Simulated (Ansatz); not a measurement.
# C₄H₂F₈: how energies converge with the basis set

The task here is to estimate one member of a computed series from the others.

The runs use Ansatz 0.2.0, Gaussian basis; one geometry, several basis sets.

The runs, in order: PBE0-D4/def2-SVP; ωB97M-V/def2-SVP; PBE0-D4/def2-QZVPP; ωB97M-V/def2-QZVPP; the functionals' def2-TZVPP values are taken from earlier runs.

## The geometry

An earlier PBE0-D4 in a triple-zeta def2 set relaxation fixed the geometry.

SMILES `FCC(F)(F)C(F)(F)C(F)(F)F`, 14 atoms, charge 0, spin multiplicity 1.

Atoms are counted from 1 here; the program's logs count them from 0.

Bond lengths: F1–C2 1.365 Å, C2–C3 1.520 Å, C2–H13 1.092 Å, C2–H14 1.092 Å, C3–F4 1.346 Å, C3–F5 1.346 Å, C3–C6 1.547 Å, C6–F7 1.345 Å, C6–F8 1.344 Å, C6–C9 1.551 Å, C9–F10 1.328 Å, C9–F11 1.324 Å, C9–F12 1.324 Å. Angles: F1–C2–C3 108.5°, F1–C2–H13 109.4°, F1–C2–H14 109.4°, C3–C2–H13 109.5°, C3–C2–H14 109.5°, H13–C2–H14 110.3°, C2–C3–F4 110.0°, C2–C3–F5 110.0°, C2–C3–C6 111.3°, F4–C3–F5 107.9°, F4–C3–C6 108.7°, F5–C3–C6 108.8°, C3–C6–F7 108.3°, C3–C6–F8 108.3°, C3–C6–C9 116.5°, F7–C6–F8 108.5°, F7–C6–C9 107.5°, F8–C6–C9 107.5° and more.

The first run:

Contents of in.yaml:

```yaml
crystal:
  periodic: [false, false, false]
  atoms:
    - {symbol: F, position_ang: [-1.597944, 0.946067, 2.414751]}
    - {symbol: C, position_ang: [-0.407297, 0.757865, 1.774452]}
    - {symbol: C, position_ang: [-0.683088, 0.129736, 0.418068]}
    - {symbol: F, position_ang: [-1.326097, -1.041971, 0.575731]}
    - {symbol: F, position_ang: [-1.471012, 0.940033, -0.313129]}
    - {symbol: C, position_ang: [0.628594, -0.124657, -0.361781]}
    - {symbol: F, position_ang: [1.270901, 1.048194, -0.502378]}
    - {symbol: F, position_ang: [1.400231, -0.948538, 0.368172]}
    - {symbol: C, position_ang: [0.484984, -0.749305, -1.774678]}
    - {symbol: F, position_ang: [1.698744, -0.909774, -2.289927]}
    - {symbol: F, position_ang: [-0.107805, -1.931777, -1.710127]}
    - {symbol: F, position_ang: [-0.212410, 0.044409, -2.572991]}
    - {symbol: H, position_ang: [0.087736, 1.721276, 1.636923]}
    - {symbol: H, position_ang: [0.221664, 0.089142, 2.365712]}
basis:
  gaussian: {orbitals: def2-SVP}
hamiltonian: {xc: pbe0, dispersion: d4}
output: {orbitals: {seedname: orbitals}}
```

Started as:

```
ansatz run in.yaml --threads 4 --pin off --events-out ev --progress --plain --max-ram 46080MiB --backend cpu
```

Among the steps run: PBE0-D4 in def2-SVP; ωB97M-V in def2-SVP; PBE0-D4 in def2-QZVPP; ωB97M-V in def2-QZVPP.

One of the session's tables, all rows but one given; the rest of the session is left out.

It belongs to the step «Density functionals: the series». 

```
functional       basis  HOMO (eV)  LUMO (eV)
   PBE0-D4    def2-SVP          ?          ?
   PBE0-D4  def2-TZVPP     -10.00       0.56
   PBE0-D4  def2-QZVPP     -10.04       0.37
   ωB97M-V    def2-SVP     -12.21       3.26
   ωB97M-V  def2-TZVPP     -12.38       2.58
   ωB97M-V  def2-QZVPP     -12.42       1.87
```

Q: Estimate the row for PBE0-D4, def2-SVP from the others.

As computed: HOMO (eV): -9.86; LUMO (eV): 1.02. In the column «HOMO (eV)» it is the highest.
